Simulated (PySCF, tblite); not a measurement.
# C4H4ClFO: dynamics, then NMR shifts on frames

Aim: move C4H4ClFO (`O=C=C(CF)CCl`) away from its starting geometry and see how NMR shifts follow the geometry.

Programs: tblite 0.8.0 and PySCF 2.14.0, with density-fitted response routines of our own. Each step states its level of theory. These are calculated values for one molecule in the gas phase, unless marked as measured. Atoms are numbered from 0 throughout.

### Step 1. Starting geometry

11 atoms, charge 0, multiplicity 1; geometry from: GFN2-xTB.

Bonds of the start (Å): O0–C1 1.16, C1–C2 1.30, C2–C3 1.51, C3–F4 1.38, C2–C5 1.49, C5–Cl6 1.81, C3–H7 1.09, C3–H8 1.09, C5–H9 1.09, C5–H10 1.09.

### Step 2. A short Langevin run with GFN2-xTB

What the job is given:

```
{"job": {"kind": "md", "xc": "GFN2-xTB", "basis": "xTB", "temperature": 200, "steps": 2000, "every": 50, "frames": 5}, "charge": 0, "multiplicity": 1}
O      2.412849    -1.484049     0.119000
C      1.423657    -0.885028     0.056527
C      0.315618    -0.204268    -0.019737
C      0.340138     1.283019    -0.254080
F      0.021775     1.564410    -1.565393
C     -1.023157    -0.851807     0.127457
Cl    -1.676820    -0.576537     1.789933
H     -0.418132     1.775152     0.363374
H      1.327560     1.714035    -0.070839
H     -0.978660    -1.929415    -0.013155
H     -1.739404    -0.402841    -0.559050
```

Method: GFN2-xTB Langevin dynamics, gas phase.

Started as:

```console
OMP_NUM_THREADS=1 python probes_run.py task.json out
```

This one command runs all jobs of the session in turn.

Standard output:

```text
t/fs     T/K      E/eV
    0.0   175.5   -650.62814
   25.0   114.4   -650.47175
   50.0   162.2   -650.48304
   75.0   132.6   -650.47320
  100.0    85.5   -650.48950
  125.0   130.9   -650.45603
  150.0   174.7   -650.41499
  175.0   226.2   -650.46589
  200.0   154.5   -650.29833
  225.0   279.5   -650.40091
  250.0   145.6   -650.25647
  275.0   248.6   -650.41455
  300.0   156.9   -650.25428
  325.0   174.0   -650.35615
  350.0   197.2   -650.37366
  375.0   180.8   -650.36825
  400.0   239.5   -650.38406
  425.0   241.1   -650.45136
  450.0   162.8   -650.39420
  475.0   146.8   -650.35053
  500.0   156.8   -650.39319
  525.0   180.1   -650.50066
  550.0   107.1   -650.47227
  575.0   152.7   -650.43719
  600.0   136.0   -650.47556
  625.0   164.7   -650.46714
  650.0   176.1   -650.45382
  675.0   216.5   -650.43335
  700.0   142.4   -650.40127
  725.0   213.8   -650.42370
  750.0   177.2   -650.35296
  775.0   214.8   -650.35062
  800.0   145.9   -650.32498
  825.0   185.0   -650.42890
  850.0   240.3   -650.40313
  875.0   248.0   -650.46467
  900.0   201.0   -650.46961
  925.0   152.0   -650.47503
  950.0   224.7   -650.47455
  975.0   129.9   -650.34994
 1000.0   179.2   -650.40170
```

Wall time 7.2 s (1 thread of Intel Xeon 6975P-C, shared host); peak memory 0.18 GiB.

Distance from the start (root mean square after alignment): 0 fs 0.00 Å, 200 fs 0.22 Å, 400 fs 0.28 Å, 600 fs 0.12 Å, 800 fs 0.26 Å, 1000 fs 0.16 Å.

Positions (Å) and forces (eV/Å) at 1000 fs:

```xyz
11

O     1.649   -2.514   -0.116   -0.106   -0.496    0.047
C     0.838   -1.700    0.015    0.866    0.222   -0.241
C     0.113   -0.623    0.039   -0.308   -0.378    0.970
C     0.806    0.684   -0.224    0.394   -0.735    0.356
F     0.635    1.020   -1.533    0.292    0.304   -0.182
C    -1.300   -0.691    0.479   -1.301   -0.406   -1.069
Cl   -1.764   -0.088    2.092    0.404    0.332    0.314
H     0.343    1.428    0.398   -0.212    0.644    0.187
H     1.883    0.576    0.038   -0.429    0.325   -0.541
H    -1.663   -1.731    0.491    0.259    0.218   -0.150
H    -1.926   -0.136   -0.244    0.141   -0.031    0.310
```

### Step 3. Shielding tensors: 250 fs, PBE0/pcSseg-1

What the job is given:

```
{"job": {"kind": "nmr", "xc": "PBE0", "basis": "pcSseg-1", "pop": false}, "charge": 0, "multiplicity": 1}
O      2.105200    -1.988600    -0.236400
C      1.161100    -1.327400    -0.053100
C      0.110600    -0.603100     0.155400
C      0.224200     0.905000    -0.026900
F      0.379200     1.378100    -1.299000
C     -1.260200    -1.132300     0.261500
Cl    -1.926300    -0.823700     2.006900
H     -0.762600     1.313400     0.219300
H      0.980900     1.453400     0.604100
H     -1.266300    -2.202500     0.112100
H     -2.060300    -0.579400    -0.394200
```

With the program's defaults for keys left out, this is: GIAO PBE0/pcSseg-1 NMR shielding, non-relativistic, gas phase.

Standard output:

```text
coarse grid: 10624 points
cycle   1  E = -789.3069678756  dE =  9.714e-01  |g| = 7.776e-01  |ddm| = 3.087e+00
cycle   2  E = -788.9492795073  dE =  3.577e-01  |g| = 1.612e+00  |ddm| = 1.795e+00
cycle   3  E = -789.4096776133  dE = -4.604e-01  |g| = 2.632e-01  |ddm| = 1.268e+00
cycle   4  E = -789.4237823054  dE = -1.410e-02  |g| = 6.500e-02  |ddm| = 2.451e-01
cycle   5  E = -789.4245629619  dE = -7.807e-04  |g| = 1.478e-02  |ddm| = 5.784e-02
cycle   6  E = -789.4246064039  dE = -4.344e-05  |g| = 5.676e-03  |ddm| = 1.956e-02
cycle   7  E = -789.4246139651  dE = -7.561e-06  |g| = 1.795e-03  |ddm| = 5.952e-03
final grid: 100880 points
cycle   8  E = -789.4825102492  dE = -1.568e-05  |g| = 1.253e-02  |ddm| = 2.457e-02
cycle   9  E = -789.4823979321  dE =  1.123e-04  |g| = 2.734e-02  |ddm| = 2.502e-02
cycle  10  E = -789.4825382679  dE = -1.403e-04  |g| = 1.777e-03  |ddm| = 1.848e-02
cycle  11  E = -789.4825388770  dE = -6.092e-07  |g| = 4.153e-04  |ddm| = 1.531e-03
cycle  12  E = -789.4825389063  dE = -2.929e-08  |g| = 1.104e-04  |ddm| = 3.271e-04
cycle  13  E = -789.4825389087  dE = -2.429e-09  |g| = 3.194e-05  |ddm| = 1.077e-04
cycle  14  E = -789.4825389090  dE = -2.290e-10  |g| = 1.015e-05  |ddm| = 3.618e-05
converged SCF energy = -789.4825389090

GIAO shielding tensors (ppm)
atom      isotropic    diamagn.    paramagn.     s11        s22        s33       span
  0 O      -62.875     400.984    -463.859   -229.318    -81.507    122.198    351.516
  1 C      -13.734     259.666    -273.400   -103.146    -52.270    114.214    217.360
  2 C      150.223     262.744    -112.521    126.757    153.347    170.565     43.808
  3 C       96.620     236.534    -139.913     56.266     88.759    144.836     88.571
  4 F      396.396     472.223     -75.827    348.339    365.270    475.578    127.239
  5 C      118.186     240.608    -122.422     74.308    125.309    154.941     80.633
  6 Cl     709.539    1144.927    -435.388    382.169    646.763   1099.685    717.516
  7 H       26.102      28.062      -1.960     20.485     27.157     30.665     10.180
  8 H       25.297      26.457      -1.160     20.164     26.643     29.083      8.919
  9 H       26.758      27.215      -0.457     20.984     27.534     31.756     10.772
 10 H       24.868      25.150      -0.282     18.882     25.046     30.675     11.793
```

Run time: 9 s. Hardware: 1 thread of Intel Xeon 6975P-C, shared host; peak memory 0.7 GiB.

Shifts follow as δ = σ(reference) − σ, with reference shieldings (ppm) from runs at the same level and on the same kind of geometry: ¹H TMS 31.72, ¹³C TMS 186.9, ¹⁹F CFCl3 170.9, ¹⁷O H2O 336.1, ³⁵Cl HCl 950. The references are single molecules in the gas phase, so shifts against H2O, NH3, PH3, H3PO4 or CFCl3 are not on the usual liquid scales and can be off by tens of ppm. Each atom is listed at this fixed geometry, with no averaging over motion; a spectrum would average atoms that exchange fast.

| atoms | environment | σ (ppm) | δ (ppm) |
| --- | --- | --- | --- |
| C1 | central carbon of a ketene | -13.7 | 200.7 |
| C3 | allylic sp3 CH2 bonded to F | 96.6 | 90.3 |
| C5 | allylic sp3 CH2 bonded to Cl | 118.2 | 68.7 |
| C2 | terminal carbon of a ketene | 150.2 | 36.7 |
| H10 | hydrogen on an allylic sp3 CH2 bonded to Cl | 24.87 | 6.85 |
| H8 | hydrogen on an allylic sp3 CH2 bonded to F | 25.30 | 6.42 |
| H7 | hydrogen on an allylic sp3 CH2 bonded to F | 26.10 | 5.61 |
| H9 | hydrogen on an allylic sp3 CH2 bonded to Cl | 26.76 | 4.96 |
| O0 | carbonyl oxygen | -62.9 | 399.0 |
| F4 | fluorine on an sp3 carbon | 396.4 | -225.4 |
| Cl6 | chlorine bonded to C | 710 | 240 |

### Step 4. Nuclear shieldings: 425 fs, PBE0/pcSseg-1

What the job is given:

```
{"job": {"kind": "nmr", "xc": "PBE0", "basis": "pcSseg-1", "pop": false}, "charge": 0, "multiplicity": 1}
O      2.059000    -2.413900    -0.195800
C      1.137200    -1.745000     0.033100
C      0.183700    -0.884600     0.193800
C      0.589800     0.608100     0.286500
F      0.523700     1.232600    -0.941300
C     -1.210700    -1.305800     0.567400
Cl    -1.576100    -0.960600     2.300200
H     -0.156300     1.113700     0.954000
H      1.570800     0.848500     0.681100
H     -1.388100    -2.345400     0.529500
H     -1.952000    -0.743900    -0.004800
```

Level: GIAO PBE0/pcSseg-1 NMR shielding, non-relativistic, gas phase.

Standard output:

```text
coarse grid: 10624 points
cycle   1  E = -789.3210478433  dE =  1.020e+00  |g| = 7.675e-01  |ddm| = 3.091e+00
cycle   2  E = -788.9854810609  dE =  3.356e-01  |g| = 1.573e+00  |ddm| = 1.569e+00
cycle   3  E = -789.4187532168  dE = -4.333e-01  |g| = 2.485e-01  |ddm| = 1.135e+00
cycle   4  E = -789.4310164624  dE = -1.226e-02  |g| = 6.748e-02  |ddm| = 2.235e-01
cycle   5  E = -789.4318474503  dE = -8.310e-04  |g| = 1.552e-02  |ddm| = 5.777e-02
cycle   6  E = -789.4318945811  dE = -4.713e-05  |g| = 5.342e-03  |ddm| = 1.957e-02
cycle   7  E = -789.4319011880  dE = -6.607e-06  |g| = 1.608e-03  |ddm| = 5.370e-03
final grid: 100880 points
cycle   8  E = -789.4906133340  dE = -1.351e-05  |g| = 1.263e-02  |ddm| = 2.160e-02
cycle   9  E = -789.4905026510  dE =  1.107e-04  |g| = 2.722e-02  |ddm| = 2.421e-02
cycle  10  E = -789.4906420179  dE = -1.394e-04  |g| = 1.813e-03  |ddm| = 1.789e-02
cycle  11  E = -789.4906426528  dE = -6.349e-07  |g| = 4.422e-04  |ddm| = 1.466e-03
cycle  12  E = -789.4906426845  dE = -3.177e-08  |g| = 1.093e-04  |ddm| = 3.298e-04
cycle  13  E = -789.4906426867  dE = -2.126e-09  |g| = 2.875e-05  |ddm| = 9.311e-05
cycle  14  E = -789.4906426868  dE = -1.721e-10  |g| = 8.236e-06  |ddm| = 3.237e-05
converged SCF energy = -789.4906426868

GIAO shielding tensors (ppm)
atom      isotropic    diamagn.    paramagn.     s11        s22        s33       span
  0 O      -54.825     400.858    -455.683   -213.817    -82.431    131.774    345.591
  1 C      -13.475     260.109    -273.583   -102.784    -52.108    114.468    217.252
  2 C      150.914     258.743    -107.829    121.657    155.939    175.146     53.490
  3 C       97.115     237.526    -140.411     53.363     83.998    153.986    100.623
  4 F      396.126     473.135     -77.009    357.133    364.257    466.988    109.854
  5 C      139.332     239.336    -100.004     96.898    145.367    175.732     78.834
  6 Cl     809.384    1144.934    -335.551    546.243    780.343   1101.564    555.321
  7 H       25.500      26.931      -1.431     20.353     26.888     29.260      8.907
  8 H       26.008      28.005      -1.996     21.188     27.214     29.623      8.435
  9 H       27.439      27.601      -0.162     20.582     27.713     34.022     13.441
 10 H       26.954      26.825       0.129     20.138     27.309     33.414     13.276
```

It took 8.9 s on 1 thread of Intel Xeon 6975P-C, shared host; peak memory 0.73 GiB.

Key values: δ C1 200.4, C3 89.8, C5 47.6, C2 36.0, H7 6.22, H8 5.71 ppm.

### Step 5. Shielding tensors: 625 fs, PBE0/pcSseg-1

What the job is given:

```
{"job": {"kind": "nmr", "xc": "PBE0", "basis": "pcSseg-1", "pop": false}, "charge": 0, "multiplicity": 1}
O      2.369900    -2.505300     0.310100
C      1.464200    -1.793000     0.300600
C      0.491300    -0.966800     0.515800
C      0.763600     0.473700     0.247000
F      0.218100     0.917300    -0.951900
C     -0.914900    -1.295700     0.788100
Cl    -1.285000    -0.798000     2.507700
H      0.367000     1.065500     1.093600
H      1.848400     0.648100     0.188400
H     -1.070900    -2.382800     0.713000
H     -1.647000    -0.714000     0.255800
```

With the program's defaults for keys left out, this is: GIAO PBE0/pcSseg-1 NMR shielding, non-relativistic, gas phase.

Standard output:

```text
coarse grid: 10624 points
cycle   1  E = -789.3240019160  dE =  1.094e+00  |g| = 7.604e-01  |ddm| = 3.132e+00
cycle   2  E = -789.0272990052  dE =  2.967e-01  |g| = 1.508e+00  |ddm| = 1.633e+00
cycle   3  E = -789.4211580887  dE = -3.939e-01  |g| = 2.412e-01  |ddm| = 1.139e+00
cycle   4  E = -789.4329433645  dE = -1.179e-02  |g| = 6.730e-02  |ddm| = 2.320e-01
cycle   5  E = -789.4337893867  dE = -8.460e-04  |g| = 1.599e-02  |ddm| = 6.127e-02
cycle   6  E = -789.4338404525  dE = -5.107e-05  |g| = 5.482e-03  |ddm| = 2.059e-02
cycle   7  E = -789.4338475384  dE = -7.086e-06  |g| = 1.542e-03  |ddm| = 5.533e-03
final grid: 100880 points
cycle   8  E = -789.4919231406  dE = -1.398e-05  |g| = 1.233e-02  |ddm| = 2.269e-02
cycle   9  E = -789.4918221477  dE =  1.010e-04  |g| = 2.614e-02  |ddm| = 2.398e-02
cycle  10  E = -789.4919502098  dE = -1.281e-04  |g| = 1.831e-03  |ddm| = 1.773e-02
cycle  11  E = -789.4919508520  dE = -6.422e-07  |g| = 4.275e-04  |ddm| = 1.507e-03
cycle  12  E = -789.4919508807  dE = -2.873e-08  |g| = 1.093e-04  |ddm| = 3.317e-04
cycle  13  E = -789.4919508828  dE = -2.049e-09  |g| = 2.947e-05  |ddm| = 1.017e-04
cycle  14  E = -789.4919508830  dE = -1.805e-10  |g| = 7.919e-06  |ddm| = 3.715e-05
converged SCF energy = -789.4919508830

GIAO shielding tensors (ppm)
atom      isotropic    diamagn.    paramagn.     s11        s22        s33       span
  0 O      -52.476     400.951    -453.426   -214.588    -84.817    141.978    356.566
  1 C       -9.462     260.054    -269.515    -96.792    -44.928    113.334    210.126
  2 C      150.735     263.325    -112.590    129.308    157.912    164.985     35.677
  3 C      103.906     236.697    -132.791     57.228     86.748    167.740    110.512
  4 F      396.522     474.768     -78.245    344.130    401.346    444.091     99.961
  5 C      136.730     238.409    -101.679     92.378    140.053    177.757     85.379
  6 Cl     799.081    1144.647    -345.567    509.560    790.542   1097.140    587.580
  7 H       25.824      26.576      -0.751     20.983     27.505     28.984      8.001
  8 H       26.382      27.927      -1.545     21.476     26.871     30.800      9.324
  9 H       26.759      26.304       0.455     20.532     26.870     32.875     12.343
 10 H       26.821      26.846      -0.026     20.495     26.664     33.303     12.808
```

Wall time 8.9 s (1 thread of Intel Xeon 6975P-C, shared host); peak memory 0.73 GiB.

In short: δ C1 196.4, C3 83.0, C5 50.2, C2 36.2, H7 5.89, H8 5.33 ppm.

### Step 6. NMR shieldings: 800 fs, PBE0/pcSseg-1

What the job is given:

```
{"job": {"kind": "nmr", "xc": "PBE0", "basis": "pcSseg-1", "pop": false}, "charge": 0, "multiplicity": 1}
O      1.766900    -2.417300     0.643500
C      1.146400    -1.489400     0.421900
C      0.285300    -0.534700     0.183200
C      0.656800     0.819400    -0.226700
F     -0.019100     1.049900    -1.417400
C     -1.161200    -0.842600     0.546300
Cl    -1.361900    -0.660700     2.300000
H      0.141400     1.513800     0.443400
H      1.718600     0.987600    -0.404000
H     -1.417300    -1.807800     0.149100
H     -1.721600    -0.067800    -0.005400
```

Level: GIAO PBE0/pcSseg-1 NMR shielding, non-relativistic, gas phase.

Standard output:

```text
coarse grid: 10624 points
cycle   1  E = -789.3205512977  dE =  1.149e+00  |g| = 7.575e-01  |ddm| = 3.137e+00
cycle   2  E = -789.0594016966  dE =  2.611e-01  |g| = 1.446e+00  |ddm| = 1.531e+00
cycle   3  E = -789.4154582727  dE = -3.561e-01  |g| = 2.274e-01  |ddm| = 1.058e+00
cycle   4  E = -789.4256971745  dE = -1.024e-02  |g| = 6.695e-02  |ddm| = 2.154e-01
cycle   5  E = -789.4265398481  dE = -8.427e-04  |g| = 1.560e-02  |ddm| = 6.149e-02
cycle   6  E = -789.4265898649  dE = -5.002e-05  |g| = 4.909e-03  |ddm| = 2.059e-02
cycle   7  E = -789.4265954129  dE = -5.548e-06  |g| = 1.486e-03  |ddm| = 5.027e-03
final grid: 100880 points
cycle   8  E = -789.4859594395  dE = -2.029e-05  |g| = 1.249e-02  |ddm| = 2.803e-02
cycle   9  E = -789.4858615345  dE =  9.791e-05  |g| = 2.595e-02  |ddm| = 2.340e-02
cycle  10  E = -789.4859874276  dE = -1.259e-04  |g| = 1.864e-03  |ddm| = 1.709e-02
cycle  11  E = -789.4859881081  dE = -6.805e-07  |g| = 4.793e-04  |ddm| = 1.607e-03
cycle  12  E = -789.4859881450  dE = -3.693e-08  |g| = 1.283e-04  |ddm| = 4.035e-04
cycle  13  E = -789.4859881480  dE = -2.946e-09  |g| = 2.840e-05  |ddm| = 1.111e-04
cycle  14  E = -789.4859881481  dE = -1.664e-10  |g| = 9.241e-06  |ddm| = 3.598e-05
converged SCF energy = -789.4859881481

GIAO shielding tensors (ppm)
atom      isotropic    diamagn.    paramagn.     s11        s22        s33       span
  0 O      -47.560     401.448    -449.008   -202.954    -72.578    132.852    335.806
  1 C       -9.883     261.390    -271.273    -92.880    -46.481    109.711    202.591
  2 C      150.680     262.866    -112.186    127.811    152.656    171.572     43.761
  3 C      105.933     237.725    -131.792     64.590     90.102    163.108     98.519
  4 F      397.268     474.051     -76.782    346.920    400.169    444.715     97.795
  5 C      137.065     243.845    -106.780    105.677    135.823    169.696     64.018
  6 Cl     807.878    1145.108    -337.231    522.650    832.977   1068.006    545.357
  7 H       26.036      27.550      -1.515     20.867     27.708     29.532      8.665
  8 H       26.071      27.380      -1.309     21.423     26.274     30.515      9.092
  9 H       27.532      28.149      -0.617     21.353     27.261     33.981     12.628
 10 H       26.918      27.907      -0.988     20.964     26.958     32.832     11.868
```

Run time: 8.9 s. Hardware: 1 thread of Intel Xeon 6975P-C, shared host; peak memory 0.74 GiB.

This run: δ C1 196.8, C3 81.0, C5 49.9, C2 36.2, H7 5.68, H8 5.65 ppm.

### Step 7. NMR shieldings: 1000 fs, PBE0/pcSseg-1

What the job is given:

```
{"job": {"kind": "nmr", "xc": "PBE0", "basis": "pcSseg-1", "pop": false}, "charge": 0, "multiplicity": 1}
O      1.649200    -2.513700    -0.116400
C      0.837700    -1.700000     0.015100
C      0.112700    -0.623400     0.039300
C      0.806200     0.684400    -0.224300
F      0.635500     1.019800    -1.532700
C     -1.299600    -0.690600     0.478600
Cl    -1.763500    -0.087900     2.092000
H      0.343300     1.428100     0.398000
H      1.882700     0.575800     0.038300
H     -1.662700    -1.731100     0.490900
H     -1.925900    -0.135800    -0.244000
```

Level: GIAO PBE0/pcSseg-1 NMR shielding, non-relativistic, gas phase.

Standard output:

```text
coarse grid: 10624 points
cycle   1  E = -789.3244884289  dE =  1.116e+00  |g| = 7.550e-01  |ddm| = 3.125e+00
cycle   2  E = -789.0277684537  dE =  2.967e-01  |g| = 1.503e+00  |ddm| = 1.520e+00
cycle   3  E = -789.4188854638  dE = -3.911e-01  |g| = 2.436e-01  |ddm| = 1.072e+00
cycle   4  E = -789.4306967043  dE = -1.181e-02  |g| = 6.809e-02  |ddm| = 2.237e-01
cycle   5  E = -789.4315618665  dE = -8.652e-04  |g| = 1.648e-02  |ddm| = 6.247e-02
cycle   6  E = -789.4316167726  dE = -5.491e-05  |g| = 5.375e-03  |ddm| = 2.071e-02
cycle   7  E = -789.4316234145  dE = -6.642e-06  |g| = 1.736e-03  |ddm| = 5.494e-03
final grid: 100880 points
cycle   8  E = -789.4907860736  dE = -1.453e-05  |g| = 1.299e-02  |ddm| = 2.228e-02
cycle   9  E = -789.4906699905  dE =  1.161e-04  |g| = 2.795e-02  |ddm| = 2.454e-02
cycle  10  E = -789.4908163347  dE = -1.463e-04  |g| = 1.769e-03  |ddm| = 1.812e-02
cycle  11  E = -789.4908169466  dE = -6.119e-07  |g| = 4.190e-04  |ddm| = 1.523e-03
cycle  12  E = -789.4908169766  dE = -3.001e-08  |g| = 1.162e-04  |ddm| = 3.283e-04
cycle  13  E = -789.4908169793  dE = -2.641e-09  |g| = 3.126e-05  |ddm| = 1.130e-04
cycle  14  E = -789.4908169795  dE = -2.160e-10  |g| = 9.134e-06  |ddm| = 3.645e-05
converged SCF energy = -789.4908169795

GIAO shielding tensors (ppm)
atom      isotropic    diamagn.    paramagn.     s11        s22        s33       span
  0 O      -60.499     401.145    -461.644   -216.881    -96.080    131.462    348.343
  1 C      -15.076     261.435    -276.511   -102.916    -52.447    110.135    213.050
  2 C      154.938     261.464    -106.526    121.303    159.756    183.755     62.452
  3 C      103.966     237.537    -133.571     63.941     89.112    158.847     94.906
  4 F      402.299     471.919     -69.620    374.255    376.836    455.806     81.551
  5 C      142.906     238.988     -96.082     99.759    146.443    182.516     82.757
  6 Cl     833.324    1145.138    -311.814    610.053    782.100   1107.819    497.766
  7 H       26.508      27.956      -1.448     21.433     28.232     29.858      8.426
  8 H       26.125      27.207      -1.082     21.001     27.079     30.297      9.296
  9 H       26.824      26.862      -0.038     19.347     27.578     33.548     14.201
 10 H       26.889      26.726       0.163     19.354     27.945     33.369     14.014
```

Wall time 9.1 s (1 thread of Intel Xeon 6975P-C, shared host); peak memory 0.73 GiB.

Key values: δ C1 202.0, C3 83.0, C5 44.0, C2 32.0, H8 5.59, H7 5.21 ppm.

### Step 8. Side by side: NMR shifts

Shifts (ppm) of some atoms, chosen among heavy atoms and hydrogens apart, with basis size and wall time:

| frame | C3 | C5 | H10 | H8 | O0 | F4 | Cl6 | functions | time |
| --- | --- | --- | --- | --- | --- | --- | --- | --- | --- |
| 250 fs | 90.3 | 68.7 | 6.85 | 6.42 | 399.0 | -225.4 | 240 | 146 | 9 s |
| 425 fs | 89.8 | 47.6 | 4.76 | 5.71 | 390.9 | -225.2 | 140 | 146 | 8.9 s |
| 625 fs | 83.0 | 50.2 | 4.90 | 5.33 | 388.6 | -225.6 | 151 | 146 | 8.9 s |
| 800 fs | 81.0 | 49.9 | 4.80 | 5.65 | 383.6 | -226.3 | 142 | 146 | 8.9 s |
| 1000 fs | 83.0 | 44.0 | 4.83 | 5.59 | 396.6 | -231.4 | 116 | 146 | 9.1 s |

### Step 9. Outcome

| quantity | value |
| --- | --- |
| thermostat | 200 K |
| mean temperature, second half | 178 K |
| mean potential energy above the minimum | 0.20 eV |
| ¹³C shifts against TMS (PBE0/pcSseg-1, 250 fs) | 200.7, 90.3, 68.7, 36.7 ppm |
| ¹H shifts against TMS (PBE0/pcSseg-1, 250 fs) | 6.85, 6.42, 5.61, 4.96 ppm |
| ¹⁷O shifts against H2O (PBE0/pcSseg-1, 250 fs) | 399.0 ppm |
| ¹⁹F shifts against CFCl3 (PBE0/pcSseg-1, 250 fs) | -225.4 ppm |
| ³⁵Cl shifts against HCl (PBE0/pcSseg-1, 250 fs) | 240 ppm |
| range of the shift of Cl6 | 116 to 240 ppm |

In words: In the second half the potential energy averages 0.20 eV above the minimum; equipartition over 27 harmonic modes at 200 K would give 0.23 eV. With 11 atoms the temperature swings widely (86 to 280 K). Shifts at one fixed geometry are not the observed spectrum, which averages over the motion. In the first frame run (250 fs): Shielding is most anisotropic at Cl6 (span 718 ppm, paramagnetic term -435 ppm). In ppm, Cl6 moves most: its shift spreads over 124 ppm, from 116 (1000 fs) to 240 (250 fs).
